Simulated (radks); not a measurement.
**Ionisation energy and size from Gd to Re**

One table from this session's results is given with a row withheld; the runs are named, their logs left out.

Program: radks (a radial shooting solver on a logarithmic mesh, Libxc functionals) version 1. Level of theory: Dirac Kohn-Sham, LDA (Slater exchange, Perdew-Wang correlation), spin-unpolarised, spherical densities, finite nucleus; open shells are shared between the two j in proportion to 2j + 1. These are calculated values, not measurements, unless marked.

## The system

* species: Gd, Tb, Dy, Ho, Er, Tm, Yb, Lu, Hf, Ta, W, Re
* runs: 24, each species and its next ion

The first run:

Input:

```text
Z 64
configuration [Xe] 4f7 5d1 6s2
relativity Dirac
functional lda,pw
spin unpolarised
j_filling average
nucleus finite rms 5.1569 fm
c 137.035999084
```

Among the steps run: Gd, [Xe] 4f7 5d1 6s2.

One table of the session follows, with a row left open; its other results are not shown here.

From the orbitals of this run (lengths in bohr):

| level | <r> | outermost maximum (interpolated) | 90 % within | nodes |
| --- | --- | --- | --- | --- |
| 5s1/2 | ? | ? | ? | ? |
| 5p1/2 | 1.495 | 1.30 | 2.19 | 3 |
| 5p3/2 | 1.594 | 1.38 | 2.34 | 3 |
| 4f5/2 | 0.8588 | 0.563 | 1.47 | 0 |
| 4f7/2 | 0.8718 | 0.568 | 1.50 | 0 |
| 6s1/2 | 3.951 | 3.35 | 5.84 | 5 |
| 5d3/2 | 2.768 | 1.95 | 4.54 | 2 |
| 5d5/2 | 2.870 | 2.00 | 4.72 | 2 |

Q: Estimate the row for 5s1/2 from the others.

The run gave: <r>: 1.332; outermost maximum (interpolated): 1.19; 90 % within: 1.92; nodes: 4. In the column «<r>» it lies between 4f7/2 (0.8718) and 5p1/2 (1.495).

Limits of these values: For Gd, Tb, Dy, Ho, Er, Tm, Yb, Lu, Hf, Ta, W, Re the highest level isn't the widest one, so −ε(HOMO) and <r> belong to different orbitals, and Δ-SCF follows the ion's typed configuration. Spin polarisation and multiplet splitting are left out, so open shells lie too high by an amount that depends on their filling.
